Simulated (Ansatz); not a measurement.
**CH6O2SiSn: a ladder of functionals and wavefunction methods**

One table from this session's results is given with a row withheld; the runs are named, their logs left out.

Program: Ansatz 0.2.0, Gaussian basis. Level of theory: functionals in def2-TZVPP, the program's frozen cores in correlated methods. These are calculated values, not measurements.

Plan: PBE-D4, r2SCAN-D4, PBE0-D4, B3LYP-D4, ωB97X-V, ωB97M-V, B2PLYP; CCSD(T)/def2-TZVPP; MP2/def2-QZVPP; extrapolation to the limit.

### The relaxed structure

An earlier PBE0-D4 in a triple-zeta def2 set relaxation fixed the geometry. Sn takes the def2 core potential; no spin-orbit term is included.

SMILES `O[Si]1([SnH3])CO1`, 11 atoms, charge 0, spin multiplicity 1.

Atoms are counted from 1 here; the program's logs count them from 0.

Bond lengths: O1–Si2 1.636 Å, O1–H6 0.958 Å, Si2–Sn3 2.554 Å, Si2–C4 1.800 Å, Si2–O5 1.655 Å, Sn3–H7 1.702 Å, Sn3–H8 1.706 Å, Sn3–H9 1.708 Å, C4–O5 1.488 Å, C4–H10 1.088 Å, C4–H11 1.089 Å. Angles: Si2–O1–H6 118.7°, O1–Si2–Sn3 114.6°, O1–Si2–C4 118.1°, O1–Si2–O5 118.3°, Sn3–Si2–C4 124.4°, Sn3–Si2–O5 114.9°, C4–Si2–O5 50.8°, Si2–Sn3–H7 109.3°, Si2–Sn3–H8 110.8°, Si2–Sn3–H9 110.3°, H7–Sn3–H8 109.2°, H7–Sn3–H9 109.3°, H8–Sn3–H9 107.9°, Si2–C4–O5 59.6°, Si2–C4–H10 124.0°, Si2–C4–H11 120.3°, O5–C4–H10 112.9°, O5–C4–H11 112.2° and more.

Set-up of the first run:

File in.yaml:

```yaml
crystal:
  periodic: [false, false, false]
  atoms:
    - {symbol: O, position_ang: [-1.285787, 1.601465, 0.587827]}
    - {symbol: Si, position_ang: [-0.187447, 0.607020, -0.105965]}
    - {symbol: Sn, position_ang: [-0.274092, -1.809454, 0.716837]}
    - {symbol: C, position_ang: [1.233031, 1.351359, -0.923483]}
    - {symbol: O, position_ang: [0.116200, 0.781485, -1.723869]}
    - {symbol: H, position_ang: [-2.124442, 1.234333, 0.870394]}
    - {symbol: H, position_ang: [0.928841, -2.716271, -0.074689]}
    - {symbol: H, position_ang: [-0.017283, -1.884348, 2.402046]}
    - {symbol: H, position_ang: [-1.804060, -2.493493, 0.388658]}
    - {symbol: H, position_ang: [2.177490, 0.838214, -1.089919]}
    - {symbol: H, position_ang: [1.303046, 2.432791, -1.027136]}
basis:
  gaussian: {orbitals: def2-TZVPP}
hamiltonian: {xc: pbe, dispersion: d4}
output: {forces: true, orbitals: {seedname: orbitals}}
```

On the command line:

```bash
ansatz run in.yaml --threads 4 --pin off --events-out ev --progress --plain --max-ram 10444MiB
```

Among the steps run: PBE-D4 (GGA); r2SCAN-D4 (meta-GGA); PBE0-D4 (hybrid); B3LYP-D4 (hybrid); ωB97X-V (range-separated); ωB97M-V (range-separated); B2PLYP (double hybrid); CCSD(T) in def2-TZVPP; MP2 in def2-QZVPP.

One table of the session follows, with a row left open; its other results are not shown here.

| method | atomisation energy (kJ/mol) |
| --- | --- |
| PBE-D4 | 3744.9 |
| r2SCAN-D4 | 3700.7 |
| PBE0-D4 | ? |
| B3LYP-D4 | 3666.7 |
| ωB97X-V | 3715.8 |
| ωB97M-V | 3697.4 |
| B2PLYP | 3630.1 |
| HF/def2-TZVPP | 2533.5 |
| MP2/def2-TZVPP | 3647.4 |
| CCSD/def2-TZVPP | 3531.7 |
| CCSD(T)/def2-TZVPP | 3598.0 |
| MP2/CBS | 3762.3 |
| CCSD(T)/CBS | 3712.9 |

**Question.** Estimate the row for PBE0-D4.

**Answer.** atomisation energy (kJ/mol): 3661.7. In the column «atomisation energy (kJ/mol)» it lies between MP2/def2-TZVPP (3647.4) and B3LYP-D4 (3666.7).

Limits of these values: Free atoms (2 O, 1 Si, 1 Sn, 1 C, 6 H) were run apart at each level; the atomisation energy is their sum less the molecule, without zero-point or spin-orbit terms.
